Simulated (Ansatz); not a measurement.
**F₃H₃MoO₃: small, medium and large basis sets**

An exercise on one series of results from a longer session: the logs are not shown, and one member is left open.

The runs use Ansatz 0.2.0, Gaussian basis; one geometry, several basis sets.

Levels to be run: PBE0-D4/def2-SVP; ωB97M-V/def2-SVP; PBE0-D4/def2-QZVPP; ωB97M-V/def2-QZVPP; the functionals' def2-TZVPP values are taken from earlier runs.

### The geometry

All runs share one geometry, relaxed beforehand with PBE0-D4 in a triple-zeta def2 set. Mo takes the def2 core potential; no spin-orbit term is included.

SMILES `[OH][Mo]([OH])([OH])([F])([F])[F]`, 10 atoms, charge 0, spin multiplicity 1.

Atoms are counted from 1 here; the program's logs count them from 0.

Bond lengths: O1–Mo2 1.844 Å, O1–H8 0.964 Å, Mo2–O3 1.844 Å, Mo2–O4 1.846 Å, Mo2–F5 1.838 Å, Mo2–F6 1.914 Å, Mo2–F7 1.868 Å, O3–H9 0.964 Å, O4–H10 0.962 Å. Angles: Mo2–O1–H8 120.9°, O1–Mo2–O3 158.6°, O1–Mo2–O4 100.7°, O1–Mo2–F5 90.2°, O1–Mo2–F6 79.5°, O1–Mo2–F7 91.4°, O3–Mo2–O4 100.7°, O3–Mo2–F5 90.2°, O3–Mo2–F6 79.4°, O3–Mo2–F7 91.4°, O4–Mo2–F5 88.2°, O4–Mo2–F6 170.9°, O4–Mo2–F7 83.2°, F5–Mo2–F6 100.9°, F5–Mo2–F7 171.5°, F6–Mo2–F7 87.6°, Mo2–O3–H9 120.9°, Mo2–O4–H10 124.7°.

The first run:

Input file in.yaml:

```yaml
crystal:
  periodic: [false, false, false]
  atoms:
    - {symbol: O, position_ang: [-1.677907, -0.611696, 0.416714]}
    - {symbol: Mo, position_ang: [-0.044241, 0.050370, -0.123508]}
    - {symbol: O, position_ang: [1.454390, 1.124269, -0.133031]}
    - {symbol: O, position_ang: [0.311301, -1.047344, -1.563819]}
    - {symbol: F, position_ang: [-0.886134, 1.202355, -1.282643]}
    - {symbol: F, position_ang: [-0.266938, 0.978405, 1.536060]}
    - {symbol: F, position_ang: [0.859055, -1.277537, 0.829755]}
    - {symbol: H, position_ang: [-2.080729, -0.321362, 1.242739]}
    - {symbol: H, position_ang: [1.629989, 1.735151, 0.591448]}
    - {symbol: H, position_ang: [0.784314, -1.883911, -1.510815]}
basis:
  gaussian: {orbitals: def2-SVP}
hamiltonian: {xc: pbe0, dispersion: d4}
output: {orbitals: {seedname: orbitals}}
```

Launch:

```sh
ansatz run in.yaml --threads 4 --pin off --events-out ev --progress --plain --max-ram 11315MiB
```

Steps of the session up to this table: PBE0-D4 in def2-SVP; ωB97M-V in def2-SVP; PBE0-D4 in def2-QZVPP; ωB97M-V in def2-QZVPP.

One table of the session follows, with a row left open; its other results are not shown here.

It belongs to the step «Density functionals: the series». 

| functional | basis | HOMO (eV) | LUMO (eV) |
| --- | --- | --- | --- |
| PBE0-D4 | def2-SVP | -9.89 | -4.17 |
| PBE0-D4 | def2-TZVPP | ? | ? |
| PBE0-D4 | def2-QZVPP | -9.94 | -4.09 |
| ωB97M-V | def2-SVP | -12.30 | -2.04 |
| ωB97M-V | def2-TZVPP | -12.35 | -1.97 |
| ωB97M-V | def2-QZVPP | -12.36 | -1.96 |

Estimate the missing values for PBE0-D4, def2-TZVPP.

The run gave: HOMO (eV): -9.93; LUMO (eV): -4.11. In the column «HOMO (eV)» it lies between PBE0-D4, def2-QZVPP (-9.94) and PBE0-D4, def2-SVP (-9.89).
